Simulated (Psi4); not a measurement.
**wB97X-D/def2-SVP (density fitting, core potential, sweep point 5) run of ClF4Ta (SMILES [F][Ta]([F])([F])([F])[Cl])**

We compute energy and gradient of ClF4Ta. 

Program for the calculation: Psi4 1.11.

### Step 1. Starting point

The species is ClF4Ta (6 atoms), typed as a singlet with charge 0. SMILES: `[F][Ta]([F])([F])([F])[Cl]`. Geometry: relaxed at PBE0-D4/def2-TZVP.

Bond lengths: F1–Ta2 1.845 Å, Ta2–F3 1.874 Å, Ta2–F4 1.845 Å, Ta2–F5 1.844 Å, Ta2–Cl6 2.320 Å. Angles: F1–Ta2–F3 88.9°, F1–Ta2–F4 120.2°, F1–Ta2–F5 119.9°, F1–Ta2–Cl6 91.1°, F3–Ta2–F4 88.9°, F3–Ta2–F5 89.0°, F3–Ta2–Cl6 179.8°, F4–Ta2–F5 119.9°, F4–Ta2–Cl6 91.0°, F5–Ta2–Cl6 91.2°.

### Step 2. Energy and gradient at wB97X-D/def2-SVP (density fitting, core potential, sweep point 5)

Input file clf4ta.in:

```
memory 1600 mb

molecule molecule1 {
  0 1
  F     -1.519000    -0.020400    -1.047800
  Ta    -0.021400    -0.043200     0.029300
  F     -0.955700    -1.124000     1.242600
  F      1.228600    -1.388300    -0.149500
  F      0.174400     1.222500     1.356600
  Cl     1.135100     1.289300    -1.477500
  symmetry c1
}

set globals {
  basis                     def2-SVP
  reference                 rks
  scf_type                  df
  orbital_optimizer_package ooo
}

result, w = gradient('wb97x-d', return_wfn=True)
```

Command:

```console
$ psi4 -i clf4ta.in -o clf4ta.out -n 1
```

**Question.** What will come out? Wanted: total energy; dipole moment; HOMO energy; LUMO energy; HOMO–LUMO gap; dispersion energy; largest force on an atom.

Answer, from the run:

At wB97X-D/def2-SVP (density fitting, core potential, sweep point 5):

| quantity | value |
| --- | --- |
| total energy | -916.38603 Eh |
| dipole moment | 0.06 D |
| HOMO energy | -11.81 eV |
| LUMO energy | -1.33 eV |
| HOMO–LUMO gap | 10.47 eV |
| dispersion energy | -4.73 kJ/mol |
| largest force on an atom | 0.341 eV/Å |

In words: The largest force is 0.34 eV/Å: the shape isn't a stationary point for this species at this level.
